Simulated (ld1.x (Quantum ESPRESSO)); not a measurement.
# Co: generating and testing an RRKJ potential

Do these settings give a usable potential? It is generated, then checked for transferability, scattering, ghosts and hardness.

Program: ld1.x (Quantum ESPRESSO) 7.5. Reference atom: PBE, scalar-relativistic, spherical and spin-unpolarised. All values are calculated.

### Step 1. The design

The settings as typed:

```
element                        : cobalt (Co, Z = 27)
type                           : norm-conserving RRKJ (Kleinman–Bylander form)
frozen core                    : [Ne]
valence charge                 : 17
reference configuration        : 3s2 3p6 3d7 4s2 4p0
partial waves                  : 3p (bound): rc 1.10 bohr; 3d (bound): rc 1.05 bohr; 3s (bound): rc 1.05 bohr
occupied shells without a wave : 4s
local potential                : the s channel
core correction                : not asked for
```

The nodes and maxima of the atom's own shells, from an earlier all-electron run, set the scale for the radii.

All-electron outer shells of the reference configuration (PBE, scalar-relativistic, ld1.x):

```tsv
shell	level (eV)	outermost node (bohr)	outermost maximum (bohr)
2s	-899.00	0.08	0.21
2p	-769.94	–	0.17
3s	-102.40	0.31	0.66
3p	-65.64	0.28	0.68
3d	-8.20	–	0.66
4s	-5.47	0.96	2.32
4p	-1.28	1.05	3.25
```

### Step 2. The generation run

The input, Co.in:

```
 &input
   title='Co', zed=27., rel=1, dft='PBE', iswitch=3,
   config='[Ar] 3d7 4s2 4p0',
   nld=3, rlderiv=1.20, eminld=-10.0, emaxld=5.0, deld=0.04
 /
 &inputp
   pseudotype=2, tm=.false., lloc=0,
   nlcc=.false.,
   file_pseudopw='Co.UPF', file_wfcaegen='ae.wfc', file_wfcncgen='nc.wfc', file_beta='beta', file_chi='chi'
 /
3
3P  2  1   6.00   0.00  1.10  1.10  0.0
3D  3  2   7.00   0.00  1.05  1.05  0.0
3S  1  0   2.00   0.00  1.05  1.05  0.0
 &test
   configts(1)='3s2 3p6 3d7 4s2 4p0'
 /
```

The run is started by

```bash
$ ld1.x < Co.in > Co.out
```

The output, Co.out (without the banner and most projector matrices):

```text
     Program LD1 v.7.5
     --------------------------- All-electron run ----------------------------

     Co
     scalar relativistic calculation

     atomic number is 27.00
     dft =PBE   lsd =0 sic =0 latt =0  beta=0.20 tr2=1.0E-14
     Exchange-correlation= PBE
                           (   1   4   3   4   0   0   0)
     mesh =1193 r(mesh) =  99.89935 a.u. xmin = -7.00 dx = 0.01250
     1 Ry =  13.60569312 eV, c = 137.03599908

     n l     nl                  e(Ry)          e(Ha)          e(eV)
     1 0     1S 1( 2.00)      -558.0826      -279.0413     -7593.1006
     2 0     2S 1( 2.00)       -66.0755       -33.0378      -899.0036
     2 1     2P 1( 6.00)       -56.5897       -28.2948      -769.9416
     3 0     3S 1( 2.00)        -7.5266        -3.7633      -102.4044
     3 1     3P 1( 6.00)        -4.8242        -2.4121       -65.6364
     3 2     3D 1( 7.00)        -0.6030        -0.3015        -8.2040
     4 0     4S 1( 2.00)        -0.4020        -0.2010        -5.4697
     4 1     4P 1( 0.00)        -0.0938        -0.0469        -1.2766

     final scf error:  8.6E-15 reached in  32 iterations

     Etot =   -2786.294851 Ry,   -1393.147426 Ha,  -37909.472698 eV

     Ekin =    2822.267919 Ry,    1411.133959 Ha,   38398.911213 eV
     Encl =   -6674.713191 Ry,   -3337.356595 Ha,  -90814.099355 eV
     Eh   =    1184.776043 Ry,     592.388022 Ha,   16119.699266 eV
     Exc  =    -118.625623 Ry,     -59.312811 Ha,   -1613.983821 eV

     normalization and overlap integrals

     s(1S/1S) =  1.000000  <r> =   0.0562  <r2> =    0.0042  r(max) =   0.0366
     s(2S/2S) =  1.000000  <r> =   0.2555  <r2> =    0.0770  r(max) =   0.2131
     s(2P/2P) =  1.000000  <r> =   0.2250  <r2> =    0.0622  r(max) =   0.1723
     s(3S/3S) =  1.000000  <r> =   0.7736  <r2> =    0.6913  r(max) =   0.6648
     s(3P/3P) =  1.000000  <r> =   0.8160  <r2> =    0.7864  r(max) =   0.6816
     s(3D/3D) =  1.000000  <r> =   1.0711  <r2> =    1.5569  r(max) =   0.6648
     s(4S/4S) =  1.000000  <r> =   2.8937  <r2> =    9.7888  r(max) =   2.3202
     s(4P/4P) =  1.000000  <r> =   4.4224  <r2> =   23.7598  r(max) =   3.2517

     ------------------------ End of All-electron run ------------------------

     --------------------- Generating NC pseudopotential ---------------------

      Generating local pot.: lloc=0, matching radius rcloc =   1.0500

      Wfc   3P  rcut= 1.110  Estimated cut-off energy=      146.53 Ry
      This function has    0 nodes for 0 < r <    1.110

      Wfc   3D  rcut= 1.056  Estimated cut-off energy=      208.73 Ry
      This function has    0 nodes for 0 < r <    1.056

     ------------------- End of pseudopotential generation -------------------

     [... the all-electron block is printed once more ...]


     Computing logarithmic derivative in   1.20374
     Computing logarithmic derivative in   1.20374
     Computing the partial wave expansion
       no projector for channel:   0
     R is outside the sphere for l=    1 j= 0.00
     R is outside the sphere for l=    2 j= 0.00

     ---------------------- Testing the pseudopotential ----------------------

     Co
     scalar relativistic calculation

     atomic number is 27.00   valence charge is 17.00
     dft =PBE   lsd =0 sic =0 latt =0  beta=0.20 tr2=1.0E-14
     mesh =1193 r(mesh) =  99.89935 xmin = -7.00 dx = 0.01250

     n l     nl             e AE (Ry)        e PS (Ry)    De AE-PS (Ry)
     1 0     3S   1( 2.00)       -7.52658       -7.52661        0.00003
     2 1     3P   1( 6.00)       -4.82419       -4.82420        0.00001
     3 2     3D   1( 7.00)       -0.60298       -0.60299        0.00001
     2 0     4S   1( 2.00)       -0.40202       -0.42764        0.02562  !
     3 1     4P   1( 0.00)       -0.09383       -0.09648        0.00265

     eps = 5.1E-15  iter = 19

     Etot =   -2786.294851 Ry,   -1393.147426 Ha,  -37909.472698 eV
     Etotps =  -290.492874 Ry,    -145.246437 Ha,   -3952.356895 eV

     Ekin =     156.028505 Ry,      78.014253 Ha,    2122.875959 eV
     Encl =    -612.266750 Ry,    -306.133375 Ha,   -8330.313511 eV
     Ehrt =     250.267642 Ry,     125.133821 Ha,    3405.064739 eV
     Ecxc =     -29.267918 Ry,     -14.633959 Ha,    -398.210315 eV
     Epseu=     -55.254353 Ry,     -27.627176 Ha,    -751.773768 eV

     ---------------------- End of pseudopotential test ----------------------
```

Wall time 2 s (1 thread, shared host). This counts the later configuration tests of the new file too.

Partial waves on a coarse radial grid (AE all-electron, PS pseudo):

| r (bohr) | 3p AE | 3p PS | 3s AE | 3s PS |
| --- | --- | --- | --- | --- |
| 0.055 | -0.3213 | 0.0210 | 0.2086 | 0.1122 |
| 0.110 | -0.5980 | 0.0822 | -0.3974 | 0.2248 |
| 0.165 | -0.5863 | 0.1789 | -0.6709 | 0.3383 |
| 0.220 | -0.3670 | 0.3035 | -0.5732 | 0.4529 |
| 0.275 | -0.0535 | 0.4464 | -0.2630 | 0.5685 |
| 0.330 | 0.2725 | 0.5973 | 0.1180 | 0.6847 |
| 0.385 | 0.5643 | 0.7454 | 0.4814 | 0.7997 |
| 0.440 | 0.8012 | 0.8814 | 0.7834 | 0.9105 |
| 0.495 | 0.9774 | 0.9970 | 1.0087 | 1.0124 |
| 0.550 | 1.0962 | 1.0868 | 1.1584 | 1.0995 |
| 0.605 | 1.1647 | 1.1474 | 1.2413 | 1.1652 |
| 0.660 | 1.1923 | 1.1783 | 1.2703 | 1.2038 |
| 0.715 | 1.1880 | 1.1812 | 1.2580 | 1.2120 |
| 0.770 | 1.1597 | 1.1595 | 1.2157 | 1.1900 |
| 0.825 | 1.1146 | 1.1181 | 1.1532 | 1.1419 |
| 0.880 | 1.0580 | 1.0624 | 1.0780 | 1.0745 |
| 0.935 | 0.9945 | 0.9978 | 0.9961 | 0.9955 |
| 0.990 | 0.9275 | 0.9290 | 0.9119 | 0.9118 |
| 1.045 | 0.8593 | 0.8596 | 0.8283 | 0.8283 |
| 1.100 | 0.7918 | 0.7918 | 0.7476 | 0.7476 |
| 1.155 | 0.7263 | 0.7263 | 0.6711 | 0.6711 |
| 1.210 | 0.6637 | 0.6637 | 0.5998 | 0.5998 |
| 1.265 | 0.6046 | 0.6046 | 0.5340 | 0.5340 |
| 1.320 | 0.5492 | 0.5492 | 0.4737 | 0.4737 |
| 1.375 | 0.4977 | 0.4977 | 0.4191 | 0.4191 |
| 1.430 | 0.4501 | 0.4501 | 0.3699 | 0.3699 |

### Step 3. Transferability test

The input, Co.test.in:

```
 &input
   title='Co', zed=27., rel=1, dft='PBE', iswitch=2,
   config='[Ar] 3d7 4s2 4p0'
 /
 &test
   file_pseudo='Co.UPF', nconf=8,
   configts(1)='3s2 3p6 3d7 4s2 4p0',
   configts(2)='3s2 3p6 3d7 4s1 4p0',
   configts(3)='3s2 3p6 3d7 4s0 4p0',
   configts(4)='3s2 3p6 3d6 4s0 4p0',
   configts(5)='3s2 3p6 3d7 4s0 4p1',
   configts(6)='3s2 3p6 3d5 4s0 4p0',
   configts(7)='3s2 3p6 3d6 4s2 4p1',
   configts(8)='3s2 3p6 3d7.5 4s1.5 4p0'
 /
```

The run is started by

```bash
$ ld1.x < Co.test.in > Co.test.out
```

Co.test.out, the pseudopotential blocks:

```text
     ---------------------- Testing the pseudopotential ----------------------

     Co
     scalar relativistic calculation

     atomic number is 27.00   valence charge is 17.00
     dft =PBE   lsd =0 sic =0 latt =0  beta=0.20 tr2=1.0E-14
     mesh =1193 r(mesh) =  99.89935 xmin = -7.00 dx = 0.01250

     n l     nl             e AE (Ry)        e PS (Ry)    De AE-PS (Ry)
     1 0     3S   1( 2.00)       -7.52658       -7.52661        0.00003
     2 1     3P   1( 6.00)       -4.82419       -4.82420        0.00001
     3 2     3D   1( 7.00)       -0.60298       -0.60299        0.00001
     2 0     4S   1( 2.00)       -0.40202       -0.42764        0.02562  !
     3 1     4P   1( 0.00)       -0.09383       -0.09648        0.00265

     eps = 6.0E-15  iter = 27

     Etot =   -2786.294851 Ry,   -1393.147426 Ha,  -37909.472698 eV
     Etotps =  -290.492875 Ry,    -145.246438 Ha,   -3952.356918 eV

     Ekin =     156.028503 Ry,      78.014252 Ha,    2122.875932 eV
     Encl =    -612.266750 Ry,    -306.133375 Ha,   -8330.313517 eV
     Ehrt =     250.267643 Ry,     125.133821 Ha,    3405.064745 eV
     Ecxc =     -29.267918 Ry,     -14.633959 Ha,    -398.210315 eV
     Epseu=     -55.254352 Ry,     -27.627176 Ha,    -751.773763 eV

     ---------------------- End of pseudopotential test ----------------------

     ---------------------- Testing the pseudopotential ----------------------

     Co
     [...]
     n l     nl             e AE (Ry)        e PS (Ry)    De AE-PS (Ry)
     1 0     3S   1( 2.00)       -8.17488       -8.19409        0.01921  !
     2 1     3P   1( 6.00)       -5.47350       -5.49275        0.01925  !
     3 2     3D   1( 7.00)       -1.24646       -1.26497        0.01851  !
     2 0     4S   1( 1.00)       -0.93803       -0.98108        0.04305  !
     3 1     4P   1( 0.00)       -0.54886       -0.56169        0.01283  !

     eps = 7.3E-15  iter = 21

     Etot =   -2785.631149 Ry,   -1392.815574 Ha,  -37900.442564 eV
     Etotps =  -289.794951 Ry,    -144.897476 Ha,   -3942.861172 eV
     dEtot_ae =       0.663703 Ry
     dEtot_ps =       0.697924 Ry,   Delta E=      -0.034222 Ry

     [...]
     ---------------------- End of pseudopotential test ----------------------

     ---------------------- Testing the pseudopotential ----------------------

     Co
     [...]
     n l     nl             e AE (Ry)        e PS (Ry)    De AE-PS (Ry)
     1 0     3S   1( 2.00)       -8.92863       -8.97139        0.04276  !
     2 1     3P   1( 6.00)       -6.22769       -6.27037        0.04268  !
     3 2     3D   1( 7.00)       -1.98916       -2.02995        0.04079  !
     2 0     4S   1( 0.00)       -1.53869       -1.60243        0.06374  !
     3 1     4P   1( 0.00)       -1.07841       -1.10470        0.02629  !

     eps = 3.0E-15  iter = 23

     Etot =   -2784.397424 Ry,   -1392.198712 Ha,  -37883.656885 eV
     Etotps =  -288.508108 Ry,    -144.254054 Ha,   -3925.352785 eV
     dEtot_ae =       1.897427 Ry
     dEtot_ps =       1.984767 Ry,   Delta E=      -0.087340 Ry

     [...]
     ---------------------- End of pseudopotential test ----------------------

     ---------------------- Testing the pseudopotential ----------------------

     Co
     [...]
     n l     nl             e AE (Ry)        e PS (Ry)    De AE-PS (Ry)
     1 0     3S   1( 2.00)      -10.34477      -10.39638        0.05162  !
     2 1     3P   1( 6.00)       -7.62638       -7.67683        0.05044  !
     3 2     3D   1( 6.00)       -3.31966       -3.36573        0.04607  !
     2 0     4S   1( 0.00)       -2.38146       -2.47406        0.09260  !
     3 1     4P   1( 0.00)       -1.82341       -1.86290        0.03948  !

     eps = 9.5E-15  iter = 25

     Etot =   -2781.761040 Ry,   -1390.880520 Ha,  -37847.787048 eV
     Etotps =  -285.827666 Ry,    -142.913833 Ha,   -3888.883504 eV
     dEtot_ae =       4.533812 Ry
     dEtot_ps =       4.665210 Ry,   Delta E=      -0.131398 Ry

     [...]
     ---------------------- End of pseudopotential test ----------------------

     ---------------------- Testing the pseudopotential ----------------------

     Co
     [...]
     n l     nl             e AE (Ry)        e PS (Ry)    De AE-PS (Ry)
     1 0     3S   1( 2.00)       -8.29043       -8.32209        0.03166  !
     2 1     3P   1( 6.00)       -5.58906       -5.62081        0.03175  !
     3 2     3D   1( 7.00)       -1.35700       -1.38692        0.02992  !
     2 0     4S   1( 0.00)       -1.00643       -1.05631        0.04987  !
     3 1     4P   1( 1.00)       -0.60637       -0.62359        0.01722  !

     eps = 5.7E-15  iter = 22

     Etot =   -2785.236570 Ry,   -1392.618285 Ha,  -37895.074046 eV
     Etotps =  -289.368925 Ry,    -144.684463 Ha,   -3937.064798 eV
     dEtot_ae =       1.058281 Ry
     dEtot_ps =       1.123950 Ry,   Delta E=      -0.065669 Ry

     [...]
     ---------------------- End of pseudopotential test ----------------------

     ---------------------- Testing the pseudopotential ----------------------

     Co
     [...]
     n l     nl             e AE (Ry)        e PS (Ry)    De AE-PS (Ry)
     1 0     3S   1( 2.00)      -11.95396      -12.01064        0.05668  !
     2 1     3P   1( 6.00)       -9.21411       -9.26737        0.05327  !
     3 2     3D   1( 5.00)       -4.84765       -4.89116        0.04351  !
     2 0     4S   1( 0.00)       -3.32737       -3.45822        0.13085  !
     3 1     4P   1( 0.00)       -2.68132       -2.73745        0.05613  !

     eps = 6.2E-15  iter = 26

     Etot =   -2777.692752 Ry,   -1388.846376 Ha,  -37792.435173 eV
     Etotps =  -281.713633 Ry,    -140.856817 Ha,   -3832.909245 eV
     dEtot_ae =       8.602099 Ry
     dEtot_ps =       8.779242 Ry,   Delta E=      -0.177143 Ry

     [...]
     ---------------------- End of pseudopotential test ----------------------

     ---------------------- Testing the pseudopotential ----------------------

     Co
     [...]
     n l     nl             e AE (Ry)        e PS (Ry)    De AE-PS (Ry)
     1 0     3S   1( 2.00)       -8.11163       -8.10164       -0.00999  !
     2 1     3P   1( 6.00)       -5.39507       -5.38476       -0.01031  !
     3 2     3D   1( 6.00)       -1.11526       -1.10351       -0.01175  !
     2 0     4S   1( 2.00)       -0.57203       -0.60712        0.03510  !
     3 1     4P   1( 1.00)       -0.19286       -0.19740        0.00454

     eps = 7.5E-15  iter = 24

     Etot =   -2785.584838 Ry,   -1392.792419 Ha,  -37899.812478 eV
     Etotps =  -289.791593 Ry,    -144.895796 Ha,   -3942.815479 eV
     dEtot_ae =       0.710013 Ry
     dEtot_ps =       0.701283 Ry,   Delta E=       0.008730 Ry

     [...]
     ---------------------- End of pseudopotential test ----------------------

     ---------------------- Testing the pseudopotential ----------------------

     Co
     [...]
     n l     nl             e AE (Ry)        e PS (Ry)    De AE-PS (Ry)
     1 0     3S   1( 2.00)       -7.33578       -7.34310        0.00732  !
     2 1     3P   1( 6.00)       -4.63891       -4.64630        0.00739  !
     3 2     3D   1( 7.50)       -0.44423       -0.45155        0.00732  !
     2 0     4S   1( 1.50)       -0.35944       -0.38463        0.02518  !
     3 1     4P   1( 0.00)       -0.07538       -0.07890        0.00353

     eps = 7.0E-15  iter = 28

     Etot =   -2786.365447 Ry,   -1393.182723 Ha,  -37910.433198 eV
     Etotps =  -290.552695 Ry,    -145.276347 Ha,   -3953.170803 eV
     dEtot_ae =      -0.070595 Ry
     dEtot_ps =      -0.059819 Ry,   Delta E=      -0.010776 Ry

     [...]
     ---------------------- End of pseudopotential test ----------------------
```

Excitation and ionisation energies from 3s2 3p6 3d7 4s2 4p0, with the error of the potential.

```tsv
valence configuration	charge	ΔE all-electron (eV)	error AE − PS (meV)
3s2 3p6 3d7 4s1 4p0	+1	9.030	-466
3s2 3p6 3d7 4s0 4p0	+2	25.816	-1188
3s2 3p6 3d6 4s0 4p0	+3	61.686	-1788
3s2 3p6 3d7 4s0 4p1	+1	14.399	-893
3s2 3p6 3d5 4s0 4p0	+4	117.038	-2410
3s2 3p6 3d6 4s2 4p1	0	9.660	+119
3s2 3p6 3d7.5 4s1.5 4p0	0	-0.960	-147
```

### Step 4. Logarithmic derivatives

Taken from the files of the generation run. The phase is arctan(r·u′/u) with u = r·R, unwrapped, with energies in Ry. A pole is an energy at which the radial function vanishes at the test radius. The pseudo phase is shifted by a multiple of π to meet the all-electron one at the reference energy. Levels narrower than the energy grid can be missing from the poles. The last column is the largest difference on the grid between −1 and +1 Ry.

```tsv
channel	radius (bohr)	reference (Ry)	poles AE	poles PS	window around the reference with phases within 0.05 rad (Ry)	largest difference near zero (rad)
s	1.20	-7.53	-5.36	-5.41	below 1.4	0.040
p	1.20	-4.82	-2.35	-2.40	below 5.0	0.012
d	1.20	-0.60	2.13	2.12	the whole range	0.001
```

Phases (rad) along the scan:

| E (Ry) | s AE | s PS | p AE | p PS |
| --- | --- | --- | --- | --- |
| -10.00 | 0.820 | 0.807 | 1.174 | 1.170 |
| -9.52 | 0.594 | 0.579 | 1.144 | 1.140 |
| -9.04 | 0.194 | 0.178 | 1.106 | 1.102 |
| -8.56 | -0.384 | -0.394 | 1.057 | 1.051 |
| -8.08 | -0.872 | -0.874 | 0.989 | 0.983 |
| -7.60 | -1.157 | -1.157 | 0.890 | 0.883 |
| -7.12 | -1.321 | -1.321 | 0.738 | 0.729 |
| -6.64 | -1.423 | -1.424 | 0.485 | 0.475 |
| -6.16 | -1.493 | -1.495 | 0.067 | 0.058 |
| -5.68 | -1.544 | -1.547 | -0.466 | -0.470 |
| -5.20 | -1.583 | -1.587 | -0.891 | -0.892 |
| -4.72 | -1.615 | -1.620 | -1.151 | -1.151 |
| -4.24 | -1.641 | -1.648 | -1.307 | -1.308 |
| -3.76 | -1.664 | -1.672 | -1.409 | -1.410 |
| -3.28 | -1.684 | -1.694 | -1.479 | -1.481 |
| -2.80 | -1.703 | -1.715 | -1.532 | -1.535 |
| -2.32 | -1.720 | -1.734 | -1.573 | -1.577 |
| -1.84 | -1.737 | -1.753 | -1.607 | -1.611 |
| -1.36 | -1.753 | -1.772 | -1.635 | -1.641 |
| -0.88 | -1.769 | -1.792 | -1.660 | -1.666 |
| -0.40 | -1.785 | -1.812 | -1.682 | -1.690 |
| 0.08 | -1.801 | -1.833 | -1.702 | -1.712 |
| 0.56 | -1.818 | -1.855 | -1.722 | -1.732 |
| 1.04 | -1.836 | -1.880 | -1.740 | -1.753 |
| 1.52 | -1.855 | -1.908 | -1.758 | -1.773 |
| 2.00 | -1.875 | -1.939 | -1.777 | -1.794 |
| 2.48 | -1.897 | -1.975 | -1.795 | -1.815 |
| 2.96 | -1.921 | -2.017 | -1.815 | -1.838 |
| 3.44 | -1.947 | -2.068 | -1.835 | -1.863 |
| 3.92 | -1.977 | -2.130 | -1.856 | -1.889 |
| 4.40 | -2.011 | -2.208 | -1.879 | -1.919 |
| 4.88 | -2.051 | -2.309 | -1.905 | -1.953 |

### Step 5. Cutoff and ghost test in a Bessel basis

A separate test, outside the generator: the pseudo-atom's Hamiltonian at the reference potential is diagonalised in spherical Bessel functions j_l(qr) that vanish at 20 bohr, with q² up to the cutoff.

All-electron valence levels (Ry): 3p -4.8242, 4p -0.0938, 3d -0.6030, 3s -7.5266, 4s -0.4020. The lowest levels of each channel (Ry) by cutoff; the last column sums, over occupied levels, occupation times the distance from the level at 400 Ry. A positive value at high cutoff is not a bound level.

| cutoff (Ry) | p #1 | p #2 | d #1 | s #1 | s #2 | f #1 | Σ f·Δε (mRy) |
| --- | --- | --- | --- | --- | --- | --- | --- |
| 8 | -1.5492 | -0.0111 | 0.0596 | -6.5178 | -0.3049 | 0.1121 | 26552.0 |
| 21 | -3.7107 | -0.0594 | 0.0585 | -7.2910 | -0.4150 | 0.1121 | 11808.9 |
| 45 | -4.7580 | -0.0924 | 0.0514 | -7.4276 | -0.4202 | 0.1121 | 5191.7 |
| 90 | -4.8239 | -0.0964 | -0.4274 | -7.5170 | -0.4273 | 0.1121 | 1251.9 |
| 160 | -4.8242 | -0.0965 | -0.6028 | -7.5261 | -0.4276 | 0.1121 | 3.5 |
| 230 | -4.8242 | -0.0965 | -0.6030 | -7.5265 | -0.4276 | 0.1121 | 0.6 |
| 300 | -4.8242 | -0.0965 | -0.6030 | -7.5266 | -0.4276 | 0.1121 | 0.1 |
| 400 | -4.8242 | -0.0965 | -0.6030 | -7.5266 | -0.4276 | 0.1121 | 0.0 |

The sum stays within 10 mRy from 160 Ry and within 1 mRy from 230 Ry. The sum leaves out empty levels, which can need more. Ghost test: no level below the all-electron spectrum of its channel (p, d, s, f tested).

### Step 6. What came out

| quantity | value |
| --- | --- |
| cutoffs for 10 and 1 mRy, occupied levels | 160 Ry and 230 Ry |
| bound ghosts | none found |
| largest miss of a reference level | 349 meV (4s) |
| largest test error (AE − PS) | -2410 meV, for 3s2 3p6 3d5 4s0 4p0 |
| largest phase difference near zero energy, channels read | 0.040 rad |

What this shows: Already in the reference configuration the 4s level is off by 349 meV; it has no partial wave or projector of its own. The worst unpolarised test, 3s2 3p6 3d5 4s0 4p0, is off by 2410 meV on 117.0 eV; by total energies transferability rates as poor. That test lies far up in energy; among those under 40 eV, nearer to bonding, the largest error is 1188 meV. The potential is very hard: the looser tolerance needs 160 Ry. No bound ghost shows below the valence levels. Of the channels read, s scatters worst near zero energy, by up to 0.04 rad.
